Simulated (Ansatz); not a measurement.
# CH4O2Sn: small, medium and large basis sets

An exercise on one series of results from a longer session: the logs are not shown, and one member is left open.

Computed with Ansatz 0.2.0, Gaussian basis. Level: one geometry, several basis sets.

Plan: PBE0-D4/def2-SVP; ωB97M-V/def2-SVP; PBE0-D4/def2-QZVPP; ωB97M-V/def2-QZVPP; the functionals' def2-TZVPP values are taken from earlier runs.

### The geometry

An earlier PBE0-D4 in a triple-zeta def2 set relaxation fixed the geometry. Sn takes the def2 core potential; no spin-orbit term is included.

SMILES `C[O][Sn][OH]`, 8 atoms, charge 0, spin multiplicity 1.

Atoms are counted from 1 here; the program's logs count them from 0.

Bond lengths: C1–O2 1.400 Å, C1–H5 1.099 Å, C1–H6 1.095 Å, C1–H7 1.099 Å, O2–Sn3 1.982 Å, Sn3–O4 1.980 Å, O4–H8 0.961 Å. Angles: O2–C1–H5 112.4°, O2–C1–H6 109.2°, O2–C1–H7 112.4°, H5–C1–H6 107.4°, H5–C1–H7 107.9°, H6–C1–H7 107.4°, C1–O2–Sn3 127.1°, O2–Sn3–O4 98.4°, Sn3–O4–H8 117.1°.

Set-up of the first run:

Contents of in.yaml:

```yaml
crystal:
  periodic: [false, false, false]
  atoms:
    - {symbol: C, position_ang: [-0.263844, 1.004904, 0.069148]}
    - {symbol: O, position_ang: [0.855506, 0.515852, 0.752198]}
    - {symbol: Sn, position_ang: [1.542431, -1.343233, 0.744649]}
    - {symbol: O, position_ang: [0.192378, -2.146485, -0.460991]}
    - {symbol: H, position_ang: [-1.194247, 0.509519, 0.380411]}
    - {symbol: H, position_ang: [-0.375927, 2.073071, 0.280651]}
    - {symbol: H, position_ang: [-0.171298, 0.894161, -1.020397]}
    - {symbol: H, position_ang: [-0.492800, -1.564889, -0.801471]}
basis:
  gaussian: {orbitals: def2-SVP}
hamiltonian: {xc: pbe0, dispersion: d4}
output: {orbitals: {seedname: orbitals}}
```

Command:

```bash
> ansatz run in.yaml --threads 2 --pin off --events-out ev --progress --plain --max-ram 32768MiB --backend cpu
```

Among the steps run: PBE0-D4 in def2-SVP; ωB97M-V in def2-SVP; PBE0-D4 in def2-QZVPP; ωB97M-V in def2-QZVPP.

One of the session's tables, all rows but one given; the rest of the session is left out.

It belongs to the step «Functionals by basis». 

| functional | basis | HOMO (eV) | LUMO (eV) |
| --- | --- | --- | --- |
| PBE0-D4 | def2-SVP | -7.49 | -1.80 |
| PBE0-D4 | def2-TZVPP | ? | ? |
| PBE0-D4 | def2-QZVPP | -7.65 | -1.99 |
| ωB97M-V | def2-SVP | -9.69 | 0.02 |
| ωB97M-V | def2-TZVPP | -9.85 | -0.25 |
| ωB97M-V | def2-QZVPP | -9.88 | -0.33 |

Q: Estimate the row for PBE0-D4, def2-TZVPP from the others.

As computed: HOMO (eV): -7.62; LUMO (eV): -1.96. In the column «HOMO (eV)» it lies between PBE0-D4, def2-QZVPP (-7.65) and PBE0-D4, def2-SVP (-7.49).
